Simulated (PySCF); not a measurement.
# A gas-phase reaction: FGeH5Si + N2O → FGeH5OSi + N2

Aim: the reaction energy of `F[SiH2][GeH3]` + `[N-]=[N+]=O` → `O[SiH](F)[GeH3]` + `N#N`.

Computed with PySCF 2.14.0; each step states its level. No surroundings beyond the atoms listed, unless a continuum is named. Atoms count from 0, parts from 1.

## 1. Starting point

Each species was relaxed by itself at PBE0-D3(BJ)/def2-SVPD.

## 2. Energies of the species: wB97M-D3(BJ)/def2-TZVPD

What the job is given:

```
{"job": {"kind": "react", "xc": "wB97M-D3(BJ)", "basis": "def2-TZVPD"}, "charge": 0, "multiplicity": 1}
-1 FGeH5Si charge 0 multiplicity 1
F     -1.472250    -1.352640    -1.022850
Si    -0.923570     0.149430    -0.622690
Ge     1.013760    -0.058840     0.745040
H     -2.030400     0.844360     0.096330
H     -0.627400     0.863820    -1.898140
H      2.153120    -0.754650    -0.015950
H      0.695570    -0.856130     2.019680
H      1.478160     1.353060     1.147520

-1 N2O charge 0 multiplicity 1
N      1.092430     0.311570     0.001850
N      0.021020    -0.030780    -0.002150
O     -1.100020    -0.388930    -0.006330

+1 FGeH5OSi charge 0 multiplicity 1
O     -0.374000     1.250420     1.616770
Si    -0.553040    -0.188340     0.804240
F      0.201970    -1.391390     1.628060
Ge     0.444340    -0.153750    -1.356750
H      0.489280     1.669780     1.640820
H     -2.007500    -0.479750     0.848410
H      0.358960    -1.539250    -2.015650
H      1.925490     0.246650    -1.231550
H     -0.266070     0.872880    -2.254750

+1 N2 charge 0 multiplicity 1
N      0.533360     0.045020    -0.120860
N     -0.533380    -0.045010     0.120870
```

Level: wB97M-D3(BJ)/def2-TZVPD reaction energy of separated species, gas phase.

The run is started by

```console
OMP_NUM_THREADS=1 python cluster_run.py task.json out
```

This one command runs all jobs of the session in turn.

What it wrote:

```text
species 1 (FGeH5Si)
coarse grid: 31488 points
cycle   1  E = -2469.4399096150  dE = -7.315e-01  |g| = 7.824e-01  |ddm| = 2.179e+00
cycle   2  E = -2469.4278625818  dE =  1.205e-02  |g| = 9.104e-01  |ddm| = 8.755e-01
cycle   3  E = -2469.5188793494  dE = -9.102e-02  |g| = 6.118e-02  |ddm| = 4.218e-01
cycle   4  E = -2469.5193702488  dE = -4.909e-04  |g| = 2.979e-02  |ddm| = 5.098e-02
cycle   5  E = -2469.5194954353  dE = -1.252e-04  |g| = 5.893e-03  |ddm| = 2.515e-02
cycle   6  E = -2469.5195033132  dE = -7.878e-06  |g| = 1.036e-03  |ddm| = 6.624e-03
final grid: 63432 points
cycle   7  E = -2469.5194063516  dE = -4.541e-07  |g| = 8.216e-04  |ddm| = 2.982e-03
cycle   8  E = -2469.5194063827  dE = -3.112e-08  |g| = 8.621e-04  |ddm| = 8.503e-04
cycle   9  E = -2469.5194064723  dE = -8.964e-08  |g| = 8.110e-05  |ddm| = 3.688e-04
cycle  10  E = -2469.5194064756  dE = -3.231e-09  |g| = 3.312e-05  |ddm| = 1.195e-04
cycle  11  E = -2469.5194064763  dE = -7.658e-10  |g| = 1.384e-05  |ddm| = 7.592e-05
converged SCF energy = -2469.5194064763

species 2 (N2O)
coarse grid: 15424 points
cycle   1  E = -184.6618600790  dE =  6.983e-01  |g| = 8.261e-01  |ddm| = 1.717e+00
cycle   2  E = -184.5841489477  dE =  7.771e-02  |g| = 1.134e+00  |ddm| = 9.884e-01
cycle   3  E = -184.7852534090  dE = -2.011e-01  |g| = 1.174e-01  |ddm| = 4.952e-01
cycle   4  E = -184.7864159160  dE = -1.163e-03  |g| = 8.425e-02  |ddm| = 1.014e-01
cycle   5  E = -184.7877171394  dE = -1.301e-03  |g| = 1.003e-02  |ddm| = 4.527e-02
cycle   6  E = -184.7877374420  dE = -2.030e-05  |g| = 1.578e-03  |ddm| = 1.117e-02
cycle   7  E = -184.7877383336  dE = -8.915e-07  |g| = 4.463e-04  |ddm| = 4.007e-03
final grid: 33192 points
cycle   8  E = -184.7877177587  dE = -2.688e-08  |g| = 5.837e-04  |ddm| = 1.793e-03
cycle   9  E = -184.7877176137  dE =  1.450e-07  |g| = 1.089e-03  |ddm| = 7.524e-04
cycle  10  E = -184.7877178303  dE = -2.166e-07  |g| = 4.467e-05  |ddm| = 5.320e-04
cycle  11  E = -184.7877178308  dE = -5.475e-10  |g| = 2.743e-05  |ddm| = 9.018e-05
converged SCF energy = -184.7877178308

species 3 (FGeH5OSi)
coarse grid: 36672 points
cycle   1  E = -2544.7093333169  dE = -4.802e-01  |g| = 9.987e-01  |ddm| = 2.377e+00
cycle   2  E = -2544.6792500819  dE =  3.008e-02  |g| = 1.162e+00  |ddm| = 1.159e+00
cycle   3  E = -2544.8570074687  dE = -1.778e-01  |g| = 5.387e-02  |ddm| = 5.839e-01
cycle   4  E = -2544.8574936768  dE = -4.862e-04  |g| = 3.325e-02  |ddm| = 6.251e-02
cycle   5  E = -2544.8576296682  dE = -1.360e-04  |g| = 6.944e-03  |ddm| = 2.737e-02
cycle   6  E = -2544.8576395259  dE = -9.858e-06  |g| = 1.159e-03  |ddm| = 8.032e-03
final grid: 74640 points
cycle   7  E = -2544.8575337734  dE = -6.643e-07  |g| = 8.821e-04  |ddm| = 3.501e-03
cycle   8  E = -2544.8575338315  dE = -5.810e-08  |g| = 9.060e-04  |ddm| = 9.772e-04
cycle   9  E = -2544.8575339352  dE = -1.037e-07  |g| = 1.020e-04  |ddm| = 4.322e-04
cycle  10  E = -2544.8575339407  dE = -5.557e-09  |g| = 4.650e-05  |ddm| = 1.673e-04
cycle  11  E = -2544.8575339421  dE = -1.331e-09  |g| = 1.780e-05  |ddm| = 9.911e-05
cycle  12  E = -2544.8575339421  dE = -6.276e-11  |g| = 3.392e-06  |ddm| = 1.607e-05
converged SCF energy = -2544.8575339421

species 4 (N2)
coarse grid: 10240 points
cycle   1  E = -109.6045705827  dE =  4.455e-02  |g| = 1.682e-01  |ddm| = 1.300e+00
cycle   2  E = -109.6103817654  dE = -5.811e-03  |g| = 7.387e-02  |ddm| = 1.523e-01
cycle   3  E = -109.6112823078  dE = -9.005e-04  |g| = 6.548e-03  |ddm| = 4.575e-02
cycle   4  E = -109.6112964917  dE = -1.418e-05  |g| = 1.069e-03  |ddm| = 1.769e-02
cycle   5  E = -109.6112969720  dE = -4.803e-07  |g| = 2.349e-04  |ddm| = 1.190e-03
final grid: 21984 points
cycle   6  E = -109.6112966652  dE = -3.450e-08  |g| = 7.914e-05  |ddm| = 5.186e-04
cycle   7  E = -109.6112966679  dE = -2.781e-09  |g| = 3.024e-05  |ddm| = 1.356e-04
cycle   8  E = -109.6112966682  dE = -2.788e-10  |g| = 8.382e-06  |ddm| = 5.147e-05
converged SCF energy = -109.6112966682

Reaction energy = -101.709 kcal/mol
```

Run time: 36 s. Hardware: 1 thread of Arm Neoverse V1, shared host; peak memory 0.79 GiB.

Species by species (with the dispersion term, which the log's SCF energies lack):

```tsv
ν	species	energy (Eh)	HOMO (eV)
-1	F[SiH2][GeH3]	-2469.52559	-10.52
-1	[N-]=[N+]=O	-184.78947	-12.17
+1	O[SiH](F)[GeH3]	-2544.86511	-10.36
+1	N#N	-109.61204	-14.89
```

## 3. Energies of the species: PBE0-D3(BJ)/def2-TZVPD

Settings changed since step 2:

```diff
@@ -1,2 +1,2 @@
-{"job": {"kind": "react", "xc": "wB97M-D3(BJ)", "basis": "def2-TZVPD"}, "charge": 0, "multiplicity": 1}
+{"job": {"kind": "react", "xc": "PBE0", "basis": "def2-TZVPD", "disp": "d3bj"}, "charge": 0, "multiplicity": 1}
 -1 FGeH5Si charge 0 multiplicity 1
```

With the program's defaults for keys left out, this is: PBE0-D3(BJ)/def2-TZVPD reaction energy of separated species, gas phase.

What it wrote:

```text
species 1 (FGeH5Si)
coarse grid: 31488 points
cycle   1  E = -2468.8956358746  dE = -6.704e-01  |g| = 8.052e-01  |ddm| = 2.180e+00
cycle   2  E = -2468.7880537559  dE =  1.076e-01  |g| = 1.192e+00  |ddm| = 9.959e-01
cycle   3  E = -2468.9626317411  dE = -1.746e-01  |g| = 1.541e-01  |ddm| = 6.108e-01
cycle   4  E = -2468.9654391748  dE = -2.807e-03  |g| = 2.295e-02  |ddm| = 8.263e-02
cycle   5  E = -2468.9654903337  dE = -5.116e-05  |g| = 5.431e-03  |ddm| = 1.768e-02
cycle   6  E = -2468.9654952315  dE = -4.898e-06  |g| = 7.074e-04  |ddm| = 5.147e-03
final grid: 63432 points
cycle   7  E = -2468.9654907542  dE = -3.866e-08  |g| = 9.644e-04  |ddm| = 2.860e-03
cycle   8  E = -2468.9654906150  dE =  1.392e-07  |g| = 1.417e-03  |ddm| = 1.353e-03
cycle   9  E = -2468.9654909084  dE = -2.934e-07  |g| = 1.223e-04  |ddm| = 6.979e-04
cycle  10  E = -2468.9654909116  dE = -3.140e-09  |g| = 1.826e-05  |ddm| = 1.073e-04
cycle  11  E = -2468.9654909116  dE = -2.137e-11  |g| = 2.722e-06  |ddm| = 1.182e-05
converged SCF energy = -2468.9654909116

species 2 (N2O)
coarse grid: 3216 points
cycle   1  E = -184.4534580952  dE =  7.160e-01  |g| = 7.389e-01  |ddm| = 1.710e+00
cycle   2  E = -184.1505563510  dE =  3.029e-01  |g| = 1.537e+00  |ddm| = 1.024e+00
cycle   3  E = -184.5234632851  dE = -3.729e-01  |g| = 3.649e-01  |ddm| = 7.201e-01
cycle   4  E = -184.5486901309  dE = -2.523e-02  |g| = 9.413e-02  |ddm| = 2.245e-01
cycle   5  E = -184.5503369563  dE = -1.647e-03  |g| = 6.988e-03  |ddm| = 4.642e-02
cycle   6  E = -184.5503440509  dE = -7.095e-06  |g| = 2.066e-03  |ddm| = 4.699e-03
final grid: 33192 points
cycle   7  E = -184.5460667878  dE =  2.318e-05  |g| = 1.449e-02  |ddm| = 4.822e-02
cycle   8  E = -184.5457681257  dE =  2.987e-04  |g| = 4.152e-02  |ddm| = 2.688e-02
cycle   9  E = -184.5461048465  dE = -3.367e-04  |g| = 2.942e-03  |ddm| = 2.060e-02
cycle  10  E = -184.5461063792  dE = -1.533e-06  |g| = 4.811e-04  |ddm| = 1.406e-03
cycle  11  E = -184.5461064162  dE = -3.698e-08  |g| = 8.055e-05  |ddm| = 2.505e-04
cycle  12  E = -184.5461064176  dE = -1.405e-09  |g| = 1.181e-05  |ddm| = 7.145e-05
cycle  13  E = -184.5461064176  dE = -3.078e-11  |g| = 6.019e-07  |ddm| = 7.560e-06
converged SCF energy = -184.5461064176

species 3 (FGeH5OSi)
coarse grid: 36672 points
cycle   1  E = -2544.0582439179  dE = -4.083e-01  |g| = 1.053e+00  |ddm| = 2.414e+00
cycle   2  E = -2543.7895734868  dE =  2.687e-01  |g| = 1.644e+00  |ddm| = 1.436e+00
cycle   3  E = -2544.2043126162  dE = -4.147e-01  |g| = 1.585e-01  |ddm| = 9.384e-01
cycle   4  E = -2544.2077017504  dE = -3.389e-03  |g| = 4.745e-02  |ddm| = 1.124e-01
cycle   5  E = -2544.2079068970  dE = -2.051e-04  |g| = 1.487e-02  |ddm| = 3.204e-02
cycle   6  E = -2544.2079380346  dE = -3.114e-05  |g| = 5.178e-03  |ddm| = 9.571e-03
cycle   7  E = -2544.2079422989  dE = -4.264e-06  |g| = 7.198e-04  |ddm| = 3.120e-03
final grid: 74640 points
cycle   8  E = -2544.2079144742  dE = -9.979e-08  |g| = 9.033e-04  |ddm| = 4.221e-03
cycle   9  E = -2544.2079144276  dE =  4.653e-08  |g| = 1.187e-03  |ddm| = 1.227e-03
cycle  10  E = -2544.2079145624  dE = -1.347e-07  |g| = 7.109e-05  |ddm| = 6.576e-04
cycle  11  E = -2544.2079145633  dE = -9.632e-10  |g| = 2.787e-05  |ddm| = 6.111e-05
converged SCF energy = -2544.2079145633

species 4 (N2)
coarse grid: 2128 points
cycle   1  E = -109.4495348047  dE =  1.300e-01  |g| = 1.031e-01  |ddm| = 1.274e+00
cycle   2  E = -109.4509692946  dE = -1.434e-03  |g| = 4.738e-02  |ddm| = 1.017e-01
cycle   3  E = -109.4513922966  dE = -4.230e-04  |g| = 9.132e-03  |ddm| = 3.531e-02
cycle   4  E = -109.4514089730  dE = -1.668e-05  |g| = 5.127e-04  |ddm| = 5.400e-03
cycle   5  E = -109.4514090202  dE = -4.721e-08  |g| = 7.833e-05  |ddm| = 4.388e-04
final grid: 21984 points
cycle   6  E = -109.4466152868  dE = -6.432e-06  |g| = 2.504e-03  |ddm| = 5.548e-02
cycle   7  E = -109.4466159261  dE = -6.393e-07  |g| = 1.571e-03  |ddm| = 2.643e-03
cycle   8  E = -109.4466164167  dE = -4.905e-07  |g| = 4.497e-05  |ddm| = 9.718e-04
cycle   9  E = -109.4466164171  dE = -3.975e-10  |g| = 4.894e-06  |ddm| = 5.073e-05
converged SCF energy = -109.4466164171

Reaction energy = -90.021 kcal/mol
```

Wall time 18 s (1 thread of Arm Neoverse V1, shared host); peak memory 0.75 GiB.

Reaction energy at this level: -90.02 kcal/mol.

## 4. Side by side

Energies in kcal/mol, with wall time:

```tsv
run	reaction	time
wB97M-D3(BJ)/def2-TZVPD	-101.7	36 s
PBE0-D3(BJ)/def2-TZVPD	-90.02	18 s
```

## 5. Summary of results

| quantity | value |
| --- | --- |
| reaction energy (wB97M-D3(BJ)/def2-TZVPD) | -101.7 kcal/mol |
| ΔH, ΔG at 298 K (xTB thermal terms) | -101.3, -101.6 kcal/mol |
| range of the reaction energy over the runs of this table | -101.7 to -90.02 kcal/mol |

What this shows: The reaction is exothermic by 101.3 kcal/mol in the gas phase; dispersion gives -0.24, and xTB itself gave -21.75 for the electronic energy (xTB energies and thermal terms come from the earlier relaxation of each species, not shown). No barrier was sought. xTB and this level differ widely in the electronic energy, so what comes from xTB (the thermal terms above all) is less safe here. The reaction energy runs from -101.7 (wB97M-D3(BJ)/def2-TZVPD) to -90.02 kcal/mol (PBE0-D3(BJ)/def2-TZVPD).
